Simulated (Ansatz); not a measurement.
# In2S: the cost of one run

Program: Ansatz 0.2.0. Level of theory: DFT PBE, scalar-relativistic, plane waves, PAW. These are calculated values, not measurements.

## Step 1: The system as given

It takes space group P-4m2 (No. 115, tetragonal). The conventional cell has a = 3.943 Å, b = 3.943 Å, c = 5.435 Å, α = 90.00°, β = 90.00°, γ = 90.00°. Around In (site symmetry 2mm) lie 2 S at 2.70 Å. S (site symmetry -4m2) has 4 In at 2.70 Å as nearest neighbours.

Coordinates:

```xyz
3
Lattice="3.9431 0.0000 0.0000 0.0000 3.9431 0.0000 0.0000 0.0000 5.4350" Properties=species:S:1:pos:R:3 pbc="T T T"
In    1.9715    0.0000    3.5933
In    0.0000    1.9715    1.8416
S     0.0000    0.0000    0.0000
```

The start is the relaxed end of an invented cell (made as: ordered vacancies on the anion sites of zinc blende (P-4m2, No. 115)), taken up again for a closer look.

## Step 2: The guess as it stands, on a coarse mesh

input.yaml reads:

```yaml
crystal:
  lattice:
    - [3.9430601, 0.0, 0.0]
    - [0.0, 3.9430601, 0.0]
    - [0.0, 0.0, 5.4349541]
  atoms:
    - { symbol: In, position: [0.5, 0.0, 0.661151] }
    - { symbol: In, position: [0.0, 0.5, 0.338849] }
    - { symbol: S, position: [0.0, 0.0, 0.0] }
basis:
  ecutwfc: 420
kpoints:
  mp_grid: { grid: [4, 4, 4] }
hamiltonian:
  xc: pbe
scf:
  occupations: { method: gaussian, width: 0.1 }
  lower_state_search: "off"
output:
  forces: true
  stress: true
  eigenvalues: true
```

Started as:

```console
ansatz run input.yaml --threads 1 --pin off --max-ram 3072MiB --backend cpu --events-out ev --progress --plain --runs-dir out
```

Q: Estimate wall time and peak memory on 1 thread of Intel Xeon Platinum 8488C (Sapphire Rapids), shared host.

About 2.2 s, with a peak of 0.3 GiB.
